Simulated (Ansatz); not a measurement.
**MgW: properties at the relaxed cell**

The task here is to estimate one member of a computed series from the others.

Computed with Ansatz 0.2.0 (DFT PBE, scalar-relativistic, plane waves, PAW, unless a step's input says otherwise).

2 further runs of the same task are left out: 2 set aside as unsound or not needed.

## The structure to begin with

The structure is orthorhombic, space group Cmmm (No. 65). The conventional cell has a = 3.366 Å, b = 4.285 Å, c = 4.744 Å, α = 90.00°, β = 90.00°, γ = 90.00°. Mg (site symmetry mmm) has 4 Mg at 2.72 Å and 4 W at 2.91 Å in its first shell of neighbours. Around W (site symmetry mmm) lie 4 W at 2.72 Å and 4 Mg at 2.91 Å.

Structure file:

```
CELL_PARAMETERS angstrom
4.74384 0.00000 0.01447
0.00000 3.36642 0.00000
-0.01304 0.00000 4.28464
ATOMIC_POSITIONS crystal
Mg 0.50000 0.25000 0.75000
Mg 0.50000 0.75000 0.25000
W 0.00000 0.75000 0.75000
W 0.00000 0.25000 0.25000
```

It is the result of an earlier relaxation at this level (volume 17.11 Å³/atom; gap on the mesh: none (metal)).

The first run:

The input, input.yaml:

```yaml
crystal:
  lattice:
    - [4.7438434523, 0.0, 0.0144657669]
    - [0.0, 3.3664246306, 0.0]
    - [-0.0130370702, 0.0, 4.2846440661]
  atoms:
    - { symbol: Mg, position: [0.5, 0.2500044697, 0.75] }
    - { symbol: Mg, position: [0.5, 0.7499955303, 0.25] }
    - { symbol: W, position: [0.0, 0.7499979627, 0.75] }
    - { symbol: W, position: [0.0, 0.2500020373, 0.25] }
basis:
  ecutwfc: 420
kpoints:
  mp_grid: { grid: [10, 14, 10] }
  band_path:
    path:
      - [[0.0, 0.0, 0.0], [-7.35e-06, 0.0, -1.0], [-7.35e-06, -0.19134432, -1.0]]
      - [[0.0, -0.80865568, 0.0], [0.0, 0.0, 0.0], [0.5, 0.0, 0.0], [0.5, -0.80865568, 0.0]]
      - [[0.49999265, -0.19134432, -1.0], [0.49999265, 0.0, -1.0], [-7.35e-06, 0.0, -1.0]]
      - [[0.0, 0.0, 0.0], [-3.67e-06, -0.5, -0.5], [0.49999633, -0.5, -0.5], [0.5, 0.0, 0.0], [0.49999265, 0.0, -1.0]]
    npoints: 14
hamiltonian:
  xc: pbe
scf:
  occupations: { method: gaussian, width: 0.1 }
  n_extra_bands: 10
output:
  forces: true
  stress: true
  eigenvalues: true
  populations: true
  dos: { projected: true, de: 0.02, nscf_kmesh: { grid: [15, 21, 15] } }
  bader: true
  write_density: true
  write_potential: true
  elf: true
  volumetric_format: npy
```

Command:

```bash
$ ansatz run input.yaml --threads 1 --pin off --max-ram 2560MiB --backend cpu --events-out ev --progress --plain --runs-dir out
```

Among the steps run: Bands, states and charges; The cell scaled to 0.97 of its volume; Point at V/V0 = 1.03; Point at V/V0 = 0.94; Point at V/V0 = 1.06.

One of the session's tables, all rows but one given; the rest of the session is left out.

It belongs to the step «Energy against volume». 

| volume (Å³/atom) | energy above the lowest point (meV/atom) | pressure (GPa) |
| --- | --- | --- |
| 16.080 | 29.6 | 9.76 |
| 16.593 | ? | ? |
| 17.106 | 0.0 | -0.01 |
| 17.620 | 6.4 | -3.89 |
| 18.133 | 24.4 | -7.22 |

**Question.** Estimate the row for volume (Å³/atom) = 16.593.

Worked estimate for «energy above the lowest point (meV/atom)». A straight line through the neighbours (16.080, 29.6) and (17.106, 0.0) gives 29.6 + (0.0 − 29.6) × (16.593 − 16.080) / (17.106 − 16.080) = 14.8; a parabola fitted to 3 rows on both sides gives 7.7.

**Answer.** energy above the lowest point (meV/atom): 7.0; pressure (GPa): 4.51. In «energy above the lowest point (meV/atom)» the line misses by +7.8 and the parabola by +0.7.

Caveats from the session: The projections leave out shells that the potentials don't hold, such as empty d states. Warnings in the runs' records: structure snapped to symmetry, near symmetry operations not taken.
